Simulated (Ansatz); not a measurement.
Y3Sn, space group Fm-3m, a check of PAW against all-electron LAPW

Computed with the Ansatz DFT code, driven from Python.

Notebook, run cell by cell (the value of a cell's last expression is shown):

In [1]:
```python
import ansatz
import numpy as np
```

In [2]:
```python
def count_gap(report):
    # lowest empty less highest filled band, counting bands; zero where they overlap
    return max(report.get("gap_by_band_count_ev") or 0.0, 0.0)
```

In [3]:
```python
y3sn = (
    ansatz.Lattice.from_parameters(5.439149, 5.439149, 5.439149, alpha=60.0, beta=60.0, gamma=60.0)
    .atom("Y", (0.0, 0.0, 0.0))
    .atom("Y", (0.25, 0.25, 0.25))
    .atom("Y", (0.75, 0.75, 0.75))
    .atom("Sn", (0.5, 0.5, 0.5))
)

y3sn.resolved().tree()["lattice"]
```
Out [3]:
```text
((5.439149, 0.0, 0.0), (2.7195745000000002, 4.710441208968725, 0.0),
 (2.7195745000000002, 1.5701470696562418, 4.441046561656459))
```

In [4]:
```python
calculation = (
    y3sn.calculation()
    .functional("lda")
    .kpoints(density=3.1)  # the mesh must be finer for metals
    .occupations("Fermi-Dirac", width=100 * ansatz.meV)  # smearing steadies the SCF of a metal
    .stress()  # GPa
    .forces()
    .band_table()  # levels at the mesh points
)
variants = {
    "PAW": calculation.pseudopotentials("paw"),
    "LAPW": calculation.pseudopotentials("all_electron", lapw=True),
}
# totals differ by the cores that each treatment holds, so compare what does not depend on them
rows = []
for label, variant in variants.items():
    rep = variant.run().report
    levels = np.array(rep["eigenvalues_ev"][0]) - rep["fermi_energy_ev"]
    print(label, "levels at the first k-point near E_F:", np.round(levels[np.abs(levels) < 5], 3))
    rows.append((label, rep["n_electrons"], np.trace(rep["stress_gpa"]) / 3, count_gap(rep)))
for row in rows:
    print("; ".join(f"{name} = {round(v, 4) if isinstance(v, float) else v}" for name, v in zip(["treatment", "electrons in bands", "P GPa", "gap by band count eV"], row)))
```
```text
DeckWarning: basis.ecutwfc = 420 eV, auto-derived from the records' recommended cutoffs: set by Y (normal level)
PAW levels at the first k-point near E_F: [-1.975 -1.975 -1.975 -1.191 -1.191 -0.591  0.411  0.411  0.411  3.288
  3.288]
LAPW levels at the first k-point near E_F: [-1.975 -1.975 -1.975 -1.192 -1.192 -0.591  0.412  0.412  0.412  3.289
  3.289  3.289  3.873  3.873  3.873  4.079]
treatment = PAW; electrons in bands = 47.0; P GPa = -4.5103; gap by band count eV = 0.0
treatment = LAPW; electrons in bands = 103.0; P GPa = -4.5068; gap by band count eV = 0.0
```

PAW gives -4.510 GPa and LAPW -4.507 GPa, 0.003 GPa apart. They took 1.5 and 13.1 s of processor time.

Reading the output:
- The computed bands are complete only to about 1.5 eV above the Fermi level.
- The mesh is modest for a metal, so energies can be off by several to tens of meV an atom and pressures by half a GPa or more; differences at equal mesh fare better.
- A gap by band count of zero or less means overlapping bands, a metal, and at an odd count of electrons it is no gap at all.
- The structure comes from a database of computed cells and needn't be a stable or known phase.
- Levels are Kohn-Sham eigenvalues on this mesh, without spin-orbit coupling.
- Warnings are shown shortened and without file and line.
- Pressure is positive in compression; the treatments may keep other shells as core, so totals and counts of electrons can differ.
- Run time: 18 s on 1 thread of Intel(R) Xeon(R) Processor @ 2.30GHz (shared host), peak memory 0.65 GiB.
